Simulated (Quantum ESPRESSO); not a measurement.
Here is a Quantum ESPRESSO 7.5 calculation.

Contents of pw.in:

```
&CONTROL
  calculation = 'scf'
  prefix = 'pwscf'
  outdir = './tmp'
  pseudo_dir = './pseudo'
  tprnfor = .true.
  tstress = .true.
  disk_io = 'low'
/
&SYSTEM
  ibrav = 0
  nat = 2
  ntyp = 2
  ecutwfc = 36
  ecutrho = 216
  nbnd = 20
  input_dft = 'b86bpbe'
  occupations = 'smearing'
  smearing = 'fd'
  degauss = 0.00367493
/
&ELECTRONS
  conv_thr = 4d-10
  electron_maxstep = 120
  mixing_beta = 0.5
/
ATOMIC_SPECIES
Ta   180.9479 Ta.GGA_PBE-JTH.UPF
Tl   204.3800 Tl.GGA_PBE-JTH.UPF
CELL_PARAMETERS angstrom
   3.6221205400    0.0000000000    0.0000000000
   0.0000000000    3.6221205400    0.0000000000
   0.0000000000    0.0000000000    3.6221205400
ATOMIC_POSITIONS crystal
Ta     0.0000000000    0.0000000000    0.0000000000
Tl     0.5000000000    0.5000000000    0.5000000000
K_POINTS automatic
7 7 7 0 0 0
```

Contents of nscf.in:

```
&CONTROL
  calculation = 'nscf'
  prefix = 'pwscf'
  outdir = './tmp'
  pseudo_dir = './pseudo'
  disk_io = 'low'
/
&SYSTEM
  ibrav = 0
  nat = 2
  ntyp = 2
  ecutwfc = 36
  ecutrho = 216
  nbnd = 20
  input_dft = 'b86bpbe'
  occupations = 'tetrahedra_opt'
/
&ELECTRONS
  conv_thr = 1d-08
  electron_maxstep = 120
  mixing_beta = 0.5
/
ATOMIC_SPECIES
Ta   180.9479 Ta.GGA_PBE-JTH.UPF
Tl   204.3800 Tl.GGA_PBE-JTH.UPF
CELL_PARAMETERS angstrom
   3.6221205400    0.0000000000    0.0000000000
   0.0000000000    3.6221205400    0.0000000000
   0.0000000000    0.0000000000    3.6221205400
ATOMIC_POSITIONS crystal
Ta     0.0000000000    0.0000000000    0.0000000000
Tl     0.5000000000    0.5000000000    0.5000000000
K_POINTS automatic
11 11 11 0 0 0
```

The input projwfc.in:

```
&PROJWFC
  prefix = 'pwscf'
  outdir = './tmp'
  filpdos = 'p'
  Emin = -2
  Emax = 23
  DeltaE = 0.05
/
```

Potentials or basis: JTH 2.0 PBE.

Command:

```console
$ OMP_NUM_THREADS=1 pw.x -in pw.in > pw.out
$ OMP_NUM_THREADS=1 pw.x -in nscf.in > nscf.out
$ OMP_NUM_THREADS=1 projwfc.x -in projwfc.in > projwfc.out
```

**Question.** Predict the band gap on the k mesh.

**Answer.** None (metal or under the smearing width).

States per cell in windows of 1 eV (zero at the Fermi level; states under -8 eV left out):
```
from (eV)  total  Ta#1 d wfc5  Tl#2 p wfc3  Ta#1 d wfc6  Ta#1 p wfc4  Ta#1 s wfc2  Tl#2 s wfc1
     -8.0   0.59         0.04         0.07         0.04         0.20         0.04         0.18
     -7.0   0.78         0.15         0.05         0.16         0.14         0.01         0.24
     -6.0   0.20         0.05         0.02         0.05         0.01         0.00         0.06
     -5.0   0.28         0.05         0.10         0.03         0.02         0.04         0.02
     -4.0   0.59         0.14         0.20         0.06         0.06         0.08         0.02
     -3.0   1.27         0.53         0.34         0.15         0.10         0.07         0.03
     -2.0   1.76         1.10         0.31         0.09         0.13         0.01         0.02
     -1.0   2.24         1.64         0.21         0.05         0.08         0.09         0.06
      0.0   2.14         1.50         0.19         0.12         0.11         0.05         0.04
      1.0   1.95         1.44         0.06         0.17         0.12         0.03         0.04
      2.0   1.95         1.20         0.09         0.29         0.06         0.12         0.12
      3.0   1.33         0.47         0.19         0.33         0.12         0.11         0.06
      4.0   0.87         0.15         0.16         0.25         0.08         0.15         0.04
      5.0   0.91         0.10         0.20         0.26         0.09         0.18         0.03
      6.0   0.98         0.11         0.28         0.27         0.09         0.14         0.03
      7.0   1.30         0.10         0.52         0.27         0.11         0.13         0.03
```

 Spin-orbit coupling is left out, which matters for the levels of Ta, Tl.
